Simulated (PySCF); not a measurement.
# C₇H₁₃N: magnetic properties

What do calculations give for the magnetic properties of C₇H₁₃N (`C/C=C/C/C=N/CC`)?

Computed with PySCF 2.14.0 and routines of our own; the level stands in each step. Atoms count from 0.

## Step 1: The system as given

21 atoms, charge 0, multiplicity 1; geometry from: GFN2-xTB.

## Step 2: Magnetic properties: GIAO PBE/pcSseg-1

What the job is given:

```
{"job": {"kind": "mag", "xc": "PBE", "basis": "pcSseg-1", "isotopologues": 2}, "charge": 0, "multiplicity": 1}
C      3.805863    -0.732529     0.679396
C      2.806419     0.187333     0.061054
C      1.567452     0.352466     0.492441
C      0.566396     1.283881    -0.124454
C     -0.610639     0.514791    -0.631492
N     -1.764861     0.724174    -0.192391
C     -2.882262    -0.034379    -0.668506
C     -3.565119    -0.726783     0.508176
H      3.369296    -1.281300     1.510052
H      4.662468    -0.165764     1.044328
H      4.172987    -1.443967    -0.059914
H      3.161655     0.753428    -0.791753
H      1.206496    -0.211437     1.342903
H      1.028061     1.821030    -0.956891
H      0.213874     2.003453     0.617251
H     -0.387622    -0.244946    -1.399325
H     -3.581385     0.676068    -1.121651
H     -2.590150    -0.776347    -1.432324
H     -3.847411     0.010902     1.254233
H     -4.454733    -1.251917     0.170020
H     -2.885705    -1.441216     0.967863
```

With the program's defaults for keys left out, this is: GIAO PBE/pcSseg-1 magnetisability, rotational g tensor and spin-rotation constants, non-relativistic, gas phase.

Run with:

```
$ OMP_NUM_THREADS=1 python excited_run.py task.json out
```

One launch serves the whole session: the jobs run in the order shown.

Log:

```text
coarse grid: 16728 points
cycle   1  E = -328.6050520575  dE =  6.140e-01  |g| = 6.764e-01  |ddm| = 3.990e+00
cycle   2  E = -328.4191424271  dE =  1.859e-01  |g| = 1.084e+00  |ddm| = 1.887e+00
cycle   3  E = -328.7117775049  dE = -2.926e-01  |g| = 3.074e-01  |ddm| = 1.329e+00
cycle   4  E = -328.7328326523  dE = -2.106e-02  |g| = 5.481e-02  |ddm| = 2.519e-01
cycle   5  E = -328.7334465228  dE = -6.139e-04  |g| = 1.864e-02  |ddm| = 6.306e-02
cycle   6  E = -328.7334976014  dE = -5.108e-05  |g| = 1.219e-02  |ddm| = 2.554e-02
cycle   7  E = -328.7335353943  dE = -3.779e-05  |g| = 2.354e-03  |ddm| = 1.092e-02
cycle   8  E = -328.7335367593  dE = -1.365e-06  |g| = 6.432e-04  |ddm| = 2.995e-03
final grid: 159288 points
cycle   9  E = -328.7993267917  dE = -4.659e-05  |g| = 1.554e-02  |ddm| = 4.725e-02
cycle  10  E = -328.7992549637  dE =  7.183e-05  |g| = 2.260e-02  |ddm| = 3.671e-02
cycle  11  E = -328.7993881289  dE = -1.332e-04  |g| = 3.883e-03  |ddm| = 2.319e-02
cycle  12  E = -328.7993916386  dE = -3.510e-06  |g| = 5.238e-04  |ddm| = 3.148e-03
cycle  13  E = -328.7993916833  dE = -4.471e-08  |g| = 2.567e-04  |ddm| = 6.594e-04
cycle  14  E = -328.7993916978  dE = -1.446e-08  |g| = 9.172e-05  |ddm| = 2.664e-04
cycle  15  E = -328.7993916998  dE = -2.072e-09  |g| = 2.437e-05  |ddm| = 9.630e-05
cycle  16  E = -328.7993917000  dE = -1.489e-10  |g| = 6.286e-06  |ddm| = 3.000e-05
converged SCF energy = -328.7993917000

Magnetisability tensor (1e-30 J/T^2)
    -1160.38       11.59     -108.64
       11.59    -1307.25       31.29
     -108.64       31.29    -1252.03
isotropic -1239.89   principal values   -1349.32  -1282.32  -1088.02
isotropic susceptibility -74.668 1e-6 cm^3/mol

Inertial axes            a          b          c
rot. const./GHz      5.5751     0.6697     0.6291
chi total           -71.043    -79.225    -73.735
chi diamagnetic    -350.915  -1978.509  -2100.325
chi paramagnetic    279.872   1899.284   2026.590
quadrupole/D A        4.701     -1.234     -3.467
g nuclear            0.6783     0.5946     0.5950
g electronic        -0.7330    -0.5975    -0.5989
g total             -0.0547    -0.0029    -0.0040

Spin-rotation constants (kHz, H = +C I.J)
atom  isotope        aa         bb         cc
  5    14N        1.787      0.051      0.120
  8     1H       -0.529     -0.004     -0.056
  9     1H       -0.060     -0.064     -0.049
 10     1H       -0.536     -0.068      0.008
 11     1H       -0.469      0.028     -0.044
 12     1H       -0.479      0.029     -0.048
 13     1H       -0.472      0.003     -0.056
 14     1H       -0.531     -0.068      0.023
 15     1H       -0.358     -0.065      0.050
 16     1H       -0.092     -0.013     -0.068
 17     1H       -0.476     -0.072      0.022
 18     1H       -0.562     -0.069      0.012
 19     1H       -0.055     -0.066     -0.055
 20     1H       -0.296     -0.019     -0.076
  0    13C*       0.875      0.096      0.103
  1    13C*       1.780      0.296      0.140
  2    13C*       1.699      0.296      0.142
  3    13C*       1.094      0.132      0.125
  4    13C*       2.091      0.182      0.287
  6    13C*       1.113      0.161      0.130
  7    13C*       0.832      0.098      0.098
* in the singly substituted isotopologue

Isotopologues: g along a, b, c
2H    at 8,9,10,11,12,1    -0.0407    -0.0025    -0.0033
13C   at 0                 -0.0541    -0.0029    -0.0039
```

Run time: 1.8 min. Hardware: 1 thread of AMD EPYC 7R43, shared host; peak memory 0.69 GiB.

In short:

```tsv
quantity	value
magnetisability	-1240·10⁻³⁰ J/T²
molar susceptibility	-74.7·10⁻⁶ cm³/mol
rotational g (a, b, c)	-0.0547, -0.0029, -0.0040
```

## Step 3: Magnetic properties: GIAO PW91/cc-pVDZ

The job, as its differences from that of step 2:

```diff
@@ -1,2 +1,2 @@
-{"job": {"kind": "mag", "xc": "PBE", "basis": "pcSseg-1", "isotopologues": 2}, "charge": 0, "multiplicity": 1}
+{"job": {"kind": "mag", "xc": "PW91", "basis": "cc-pVDZ", "scf": {"guess": "random", "max_cycle": 69}}, "charge": 0, "multiplicity": 1}
 C      3.805863    -0.732529     0.679396
```

Method: GIAO PW91/cc-pVDZ magnetisability, rotational g tensor and spin-rotation constants, non-relativistic, gas phase.

Log:

```text
start from random orthonormal orbitals
final grid: 159288 points
cycle   1  E = -263.2361348717  dE = -1.958e+02  |g| = 1.025e+01  |ddm| = 3.240e+02
cycle   2  E = -149.2193028594  dE =  1.140e+02  |g| = 1.443e+01  |ddm| = 1.675e+02
cycle   3  E = -233.8167767010  dE = -8.460e+01  |g| = 1.151e+01  |ddm| = 1.723e+02
cycle   4  E = -235.0757206445  dE = -1.259e+00  |g| = 1.143e+01  |ddm| = 7.558e+01
cycle   5  E = -297.2027289401  dE = -6.213e+01  |g| = 7.550e+00  |ddm| = 4.432e+01
cycle   6  E = -309.6668778152  dE = -1.246e+01  |g| = 5.514e+00  |ddm| = 2.880e+01
cycle   7  E = -328.9352606213  dE = -1.927e+01  |g| = 8.262e-01  |ddm| = 1.532e+01
cycle   8  E = -328.6472111738  dE =  2.880e-01  |g| = 1.388e+00  |ddm| = 3.413e+00
cycle   9  E = -329.1045569598  dE = -4.573e-01  |g| = 3.756e-01  |ddm| = 2.252e+00
cycle  10  E = -329.1335971660  dE = -2.904e-02  |g| = 1.608e-01  |ddm| = 7.239e-01
cycle  11  E = -329.1395515536  dE = -5.954e-03  |g| = 7.538e-02  |ddm| = 3.256e-01
cycle  12  E = -329.1407321047  dE = -1.181e-03  |g| = 3.606e-02  |ddm| = 1.468e-01
cycle  13  E = -329.1410757554  dE = -3.437e-04  |g| = 7.689e-03  |ddm| = 5.290e-02
cycle  14  E = -329.1410916925  dE = -1.594e-05  |g| = 2.260e-03  |ddm| = 1.654e-02
cycle  15  E = -329.1410929316  dE = -1.239e-06  |g| = 6.272e-04  |ddm| = 4.686e-03
cycle  16  E = -329.1410930374  dE = -1.057e-07  |g| = 1.484e-04  |ddm| = 1.322e-03
cycle  17  E = -329.1410930431  dE = -5.742e-09  |g| = 3.958e-05  |ddm| = 3.289e-04
cycle  18  E = -329.1410930435  dE = -3.373e-10  |g| = 2.519e-05  |ddm| = 1.155e-04
converged SCF energy = -329.1410930435

Magnetisability tensor (1e-30 J/T^2)
    -1134.58       13.15     -105.71
       13.15    -1299.48       29.78
     -105.71       29.78    -1244.23
isotropic -1226.10   principal values   -1336.60  -1271.44  -1070.24
isotropic susceptibility -73.837 1e-6 cm^3/mol

Inertial axes            a          b          c
rot. const./GHz      5.5751     0.6697     0.6291
chi total           -69.468    -78.678    -73.366
chi diamagnetic    -349.270  -1977.108  -2099.035
chi paramagnetic    279.802   1898.430   2025.669
quadrupole/D A        4.361     -1.157     -3.203
g nuclear            0.6783     0.5946     0.5950
g electronic        -0.7328    -0.5972    -0.5987
g total             -0.0546    -0.0026    -0.0037

Spin-rotation constants (kHz, H = +C I.J)
atom  isotope        aa         bb         cc
  5    14N        1.632      0.046      0.111
  8     1H       -0.535     -0.004     -0.056
  9     1H       -0.058     -0.066     -0.050
 10     1H       -0.540     -0.069      0.008
 11     1H       -0.470      0.028     -0.045
 12     1H       -0.481      0.029     -0.049
 13     1H       -0.471      0.003     -0.057
 14     1H       -0.529     -0.070      0.023
 15     1H       -0.356     -0.065      0.050
 16     1H       -0.090     -0.013     -0.068
 17     1H       -0.478     -0.071      0.022
 18     1H       -0.572     -0.070      0.012
 19     1H       -0.050     -0.066     -0.056
 20     1H       -0.301     -0.019     -0.077
  0    13C*       0.763      0.083      0.090
  1    13C*       1.630      0.268      0.126
  2    13C*       1.554      0.268      0.128
  3    13C*       0.970      0.118      0.112
  4    13C*       1.943      0.162      0.264
  6    13C*       0.997      0.145      0.116
  7    13C*       0.728      0.086      0.086
* in the singly substituted isotopologue
```

Wall time 2.2 min (1 thread of AMD EPYC 7R43, shared host); peak memory 0.68 GiB.

Despite a poor start guess, the SCF converged in 18 cycles.

Key values:

```tsv
quantity	value
magnetisability	-1226·10⁻³⁰ J/T²
molar susceptibility	-73.8·10⁻⁶ cm³/mol
rotational g (a, b, c)	-0.0546, -0.0026, -0.0037
```

## Step 4: The levels compared

```tsv
level	ξ (10⁻³⁰ J/T²)	g(a)	g(b)	gap (eV)	functions	time
GIAO PBE/pcSseg-1	-1240	-0.0547	-0.0029	4.36	201	1.8 min
GIAO PW91/cc-pVDZ	-1226	-0.0546	-0.0026	4.38	177	2.2 min
```

## Step 5: What came out

| quantity | value |
| --- | --- |
| magnetisability (step 2, GIAO PBE/pcSseg-1) | -1240·10⁻³⁰ J/T² |
| molar susceptibility (step 2, GIAO PBE/pcSseg-1) | -74.7·10⁻⁶ cm³/mol |
| rotational g (a, b, c) (step 2, GIAO PBE/pcSseg-1) | -0.0547, -0.0029, -0.0040 |
| magnetisability over the levels | -1240 to -1226·10⁻³⁰ J/T² |

What this shows: The magnetisability spreads by 1.1 % over 2 levels of like cost. Two levels can agree by chance, so this spread shows no convergence. Vibrational averaging and real surroundings are missing from these values.
